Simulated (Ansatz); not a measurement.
**HfSiH2+ (quartet): the correlation ladder, def2-SVP**

The task here is to estimate one member of a computed series from the others.

Method: def2-SVP, core rule «outside noble gas», up to 9 orbitals frozen; program: Ansatz 0.2.0, Gaussian basis.

To be run: UHF; CCSD(T) on ROHF; CCSD(T) on UHF; CISD as a restricted active space (open shells left free, so some higher excitations enter); CCSDT(Q) on ROHF; CCSDT(Q) on UHF.

26 further runs of the same task are left out: 7 that didn't finish, 19 set aside as unsound or not needed. Runs told in other sessions of the task aren't counted.

## What is computed

The geometry is a PBE0/def2-TZVP stationary point (not a proven minimum) of the parent state, kept for this charge and spin. No spin-orbit coupling is included. Elements past krypton take def2 core potentials.

4 atoms, charge 1, spin multiplicity 4.

Atoms are counted from 1 here; the program's logs count them from 0.

Bond lengths: Hf1–Si2 2.574 Å, Si2–H3 1.505 Å, Si2–H4 1.505 Å. Angles: Hf1–Si2–H3 121.3°, Hf1–Si2–H4 121.3°, H3–Si2–H4 103.7°.

Set-up of the first run:

in.yaml

```yaml
crystal:
  periodic: [false, false, false]
  atoms:
    - {symbol: Hf, position_ang: [-0.006792, 0.000000, 0.378902]}
    - {symbol: Si, position_ang: [0.072482, 0.000000, -2.193437]}
    - {symbol: H, position_ang: [-0.408472, -1.183253, -2.989449]}
    - {symbol: H, position_ang: [-0.408472, 1.183253, -2.989449]}
basis:
  gaussian: {orbitals: def2-SVP}
total_charge: 1
magnetization: {spin_polarized: true, initial_magnetization: 3}
hamiltonian: {xc: hf}
output: {orbitals: {seedname: orbitals}}
```

Command:

```
$ ansatz run in.yaml --threads 1 --pin off --events-out ev --progress --plain --max-ram 2393MiB
```

Among the steps run: UHF; CCSD(T) on ROHF; CCSD(T) on UHF; CISD as a restricted active space (open shells left free, so some higher excitations enter); CCSDT(Q) on ROHF; CCSDT(Q) on UHF.

One of the session's tables, all rows but one given; the rest of the session is left out.

| method | from RCCSDT(Q) (kcal/mol) |
| --- | --- |
| ROHF | +96.83 |
| UHF | +93.04 |
| RMP2 | +22.45 |
| UMP2 | +21.41 |
| CISD | +9.87 |
| RCCSD | +4.41 |
| UCCSD | +2.79 |
| RCCSD(T) | ? |
| UCCSD(T) | -0.44 |
| RCCSDT | +0.17 |
| UCCSDT | -1.37 |
| RCCSDT(Q) | 0 |
| UCCSDT(Q) | -1.55 |

Q: Estimate the row for RCCSD(T) from the others.

As computed: from RCCSDT(Q) (kcal/mol): +1.06. In the column «from RCCSDT(Q) (kcal/mol)» it lies between RCCSDT (+0.17) and UCCSD (+2.79).

Caveats from the session: Restricted and unrestricted rows rest on different reference determinants; a gap between their highest levels can come from leftover correlation error, from unlike frozen cores or from another state.
